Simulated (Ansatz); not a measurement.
# AsBH5N: the cost of one run

Program: Ansatz 0.2.0. Level of theory: RKS PBE-D4/def2-SVP. These are calculated values, not measurements.

1 further run of the same task is left out (it didn't finish).

## Step 1: The structure to begin with

Bond lengths: B1–As2 1.981 Å, As2–N3 1.875 Å, B1–H4 1.172 Å, B1–H5 1.170 Å, As2–H6 1.507 Å, N3–H7 1.017 Å, N3–H8 1.014 Å. Angles: B1–As2–N3 99.3°, B1–As2–H6 92.4°, N3–As2–H6 94.8°, As2–B1–H4 121.9°, As2–B1–H5 120.0°, H4–B1–H5 117.9°, As2–N3–H7 111.6°, As2–N3–H8 111.1°, H7–N3–H8 106.4°.

Coordinates:

```xyz
8

B    -0.9417    0.6899   -0.8716
As    0.8437    0.6374   -0.0160
N     0.7324   -1.0381    0.8182
H    -1.4874   -0.2852   -1.2247
H    -1.4334    1.7184   -1.1356
H     0.3597    1.4080    1.1853
H     1.6536   -1.4152    1.0252
H     0.2732   -1.7151    0.2191
```

## Step 2: End point A

input.yaml

```yaml
crystal:
  periodic: [false, false, false]
  atoms:
    - { symbol: B, position_ang: [-0.94174, 0.68991, -0.87158] }
    - { symbol: As, position_ang: [0.84371, 0.6374, -0.01601] }
    - { symbol: "N", position_ang: [0.73242, -1.03808, 0.81824] }
    - { symbol: H, position_ang: [-1.48744, -0.28523, -1.22466] }
    - { symbol: H, position_ang: [-1.43345, 1.71839, -1.13556] }
    - { symbol: H, position_ang: [0.35973, 1.408, 1.18526] }
    - { symbol: H, position_ang: [1.65356, -1.41524, 1.02524] }
    - { symbol: H, position_ang: [0.27319, -1.71515, 0.21907] }
basis:
  gaussian: { orbitals: def2-SVP }
hamiltonian:
  xc: pbe
  dispersion: d4
relax:
  f_tol: 0.015
  max_steps: 40
```

Run with:

```sh
$ ansatz run input.yaml --threads 1 --pin off --max-ram 2048MiB --backend cpu --events-out ev --progress --plain --runs-dir out
```

What time and memory should one allow on 1 thread of Intel Xeon 6975P-C (Granite Rapids), shared host?

About 12 s, with a peak of 0.16 GiB.
